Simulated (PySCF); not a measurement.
# AlSiH3OF2 (SMILES [F][Al]([F])[O][SiH3]) at 4 levels

Aim: a comparison of 4 runs (HF/STO-3G, B3LYP/6-31G*, PBE0/def2-SVP, CCSD(T)/6-31G*) of AlSiH3OF2. The job is set up through a Python script.

The calculation is run with PySCF 2.14.0.

### 1 The structure to begin with

The species is AlSiH3OF2 (8 atoms), meant as a singlet with charge 0. SMILES: `[F][Al]([F])[O][SiH3]`. The shape is that of a PBE0-D4/def2-TZVP optimisation.

Bond lengths: F1–Al2 1.634 Å, Al2–F3 1.634 Å, Al2–O4 1.656 Å, O4–Si5 1.630 Å, Si5–H6 1.485 Å, Si5–H7 1.485 Å, Si5–H8 1.485 Å. Angles: F1–Al2–F3 117.9°, F1–Al2–O4 121.1°, F3–Al2–O4 121.1°, Al2–O4–Si5 178.6°, O4–Si5–H6 109.7°, O4–Si5–H7 109.8°, O4–Si5–H8 109.4°, H6–Si5–H7 109.2°, H6–Si5–H8 109.4°, H7–Si5–H8 109.3°.

### 2 Energy and gradient at HF/STO-3G (run 1)

job.py reads:

```python
import pyscf.grad
from pyscf import gto

mol = gto.M(
    atom='''
F        1.804800      -1.724100       1.720400
Al       0.792000      -1.595300       0.444600
F        0.487500      -2.943200      -0.427700
O        0.097200      -0.144800       0.048300
Si      -0.610500       1.263800      -0.365200
H       -0.891200       2.060200       0.856600
H       -1.885900       0.995600      -1.077700
H        0.298200       2.030600      -1.255200
''',
    verbose=3,
    max_memory=1860,
    basis='sto-3g',
    charge=0,
)

mf = mol.RHF()
mf.conv_tol = 1e-10
mf.kernel()
if not mf.converged:
    mf = mf.newton().run(mf.mo_coeff, mf.mo_occ)

e_tot = mf.e_tot
print('E = %.10f Eh' % e_tot)
grad = mf.Gradients().kernel()
mf.analyze()
```

Launch:

```
$ OMP_NUM_THREADS=1 python job.py
```

Log:

```text
converged SCF energy = -796.425502889635
[... 15 lines left out ...]
MO #6   energy= -5.97912451019858  occ= 2
[... 5 lines left out ...]
MO #12  energy= -2.9888259558567   occ= 2
[... 5 lines left out ...]
MO #18  energy= -0.503462893073212 occ= 2
[... 5 lines left out ...]
MO #24  energy= -0.381877293110393 occ= 2
[... 5 lines left out ...]
MO #30  energy= 0.38413274289597   occ= 0
[... 5 lines left out ...]
MO #36  energy= 0.834096394110858  occ= 0
[... 9 lines left out ...]
Dipole moment(X, Y, Z, Debye): -0.35625,  0.70980, -0.20509
```

Wall time 2.3 s (1 thread of Intel Xeon at 2.70GHz, shared host); peak memory 0.12 GiB.

### 3 Energy and forces at B3LYP/6-31G(d) (spherical functions) (run 2)

input.py reads:

```python
from pyscf import gto, dft

molecule = gto.Mole()
molecule.atom = [
    ('F', (1.804800, -1.724100, 1.720400)),
    ('Al', (0.792000, -1.595300, 0.444600)),
    ('F', (0.487500, -2.943200, -0.427700)),
    ('O', (0.097200, -0.144800, 0.048300)),
    ('Si', (-0.610500, 1.263800, -0.365200)),
    ('H', (-0.891200, 2.060200, 0.856600)),
    ('H', (-1.885900, 0.995600, -1.077700)),
    ('H', (0.298200, 2.030600, -1.255200)),
]
molecule.basis = '6-31g*'
molecule.charge = 0
molecule.max_memory = 1860
molecule.verbose = 4
molecule.build()

mf = dft.RKS(molecule, xc='b3lyp')
mf.grids.level = 5
mf.conv_tol = 1e-10
mf.kernel()
if not mf.converged:
    mf = mf.newton().run(mf.mo_coeff, mf.mo_occ)

e_final = mf.e_tot
print(f'total energy: {e_final:.8f} hartree')
grad = mf.nuc_grad_method().kernel()
dip = mf.dip_moment()
pop, q = mf.mulliken_pop()
```

Launch:

```
$ OMP_NUM_THREADS=1 python input.py
```

Log:

```text
PySCF version 2.14.0

[... 76 lines left out ...]
converged SCF energy = -808.865525052014
total energy: -808.86552505 hartree
[... 12 lines left out ...]
Dipole moment(X, Y, Z, Debye): -0.55906,  1.13488, -0.32359
[... 93 lines left out ...]
charge of    7H =     -0.09314
```

It took 62 s on 1 thread of Intel Xeon at 2.70GHz, shared host; peak memory 0.82 GiB.

Run 3 isn't shown in full; the table further down has it.

### 4 A single-point energy at CCSD(T)/6-31G(d) (spherical functions) (run 4)

input.py reads:

```python
# [F][Al]([F])[O][SiH3]
from pyscf import gto, scf, cc

mol = gto.Mole()
mol.atom = [
    ('F', (1.804800, -1.724100, 1.720400)),
    ('Al', (0.792000, -1.595300, 0.444600)),
    ('F', (0.487500, -2.943200, -0.427700)),
    ('O', (0.097200, -0.144800, 0.048300)),
    ('Si', (-0.610500, 1.263800, -0.365200)),
    ('H', (-0.891200, 2.060200, 0.856600)),
    ('H', (-1.885900, 0.995600, -1.077700)),
    ('H', (0.298200, 2.030600, -1.255200)),
]
mol.max_memory = 1860
mol.basis = '6-31g*'
mol.verbose = 3
mol.charge = 0
mol.build()

myscf = scf.RHF(mol)
myscf.conv_tol = 1e-10
myscf.kernel()
if not myscf.converged:
    myscf = myscf.newton().run(myscf.mo_coeff, myscf.mo_occ)

mycc = cc.CCSD(myscf, frozen=13)
mycc.kernel()
e_t = mycc.ccsd_t()
e_tot = mycc.e_tot + e_t
print('Final energy', e_tot)
dip = myscf.dip_moment()
pop, q = myscf.mulliken_pop()
```

Launch:

```
$ OMP_NUM_THREADS=1 python input.py
```

Log:

```text
converged SCF energy = -806.558240395493
[... 2 lines left out ...]
Final energy -807.2387248934929
Dipole moment(X, Y, Z, Debye): -0.63822,  1.28494, -0.36496
[... 93 lines left out ...]
charge of    7H =     -0.16933
```

Run time: 32 s. Hardware: 1 thread of Intel Xeon at 2.70GHz, shared host; peak memory 0.36 GiB.

### 5 Overview of the runs

```tsv
run	level	integration grid	task	energy (Eh)	dipole moment (D) of the reference	HOMO energy (eV)	LUMO energy (eV)	wall time
1	HF/STO-3G	–	gradient	-796.425503	0.82	-8.22	10.40	2.3 s
2	B3LYP/6-31G* (spherical functions)	5	gradient	-808.865525	1.31	-8.73	-1.27	62 s
3	PBE0/def2-SVP	5	gradient	-807.974002	1.32	-9.05	-0.97	55 s
4	CCSD(T)/6-31G* (spherical functions)	–	energy	-807.238725	1.48	-12.63	2.08	32 s
```

### 6 Outcome

| quantity | value |
| --- | --- |
| run 4: total energy | -807.23872 Eh |
| run 4: dipole moment (Hartree–Fock density) | 1.48 D |
| run 4: HOMO energy (Hartree–Fock orbitals) | -12.63 eV |
| run 4: LUMO energy (Hartree–Fock orbitals) | 2.08 eV |
| run 4: HOMO–LUMO gap (Hartree–Fock orbitals) | 14.71 eV |
| run 4: correlation energy (13 core orbitals frozen) | -680.5 mEh |
| run 4: (T) correction | -11.52 mEh |
| run 4: T1 diagnostic | 0.014 |

Over runs 1, 2, 3 the dipole moment (its size) runs from 0.82 D (HF/STO-3G) to 1.32 D (PBE0/def2-SVP). The two ends differ in method and basis. Over runs 1, 2, 3 the HOMO–LUMO gap runs from 7.47 eV (B3LYP/6-31G*) to 18.61 eV (HF/STO-3G). Totals of different functionals can't be ranked against each other. In run 1 the basis is minimal, so the values are rough. All runs together took 2.5 min, the longest 62 s.
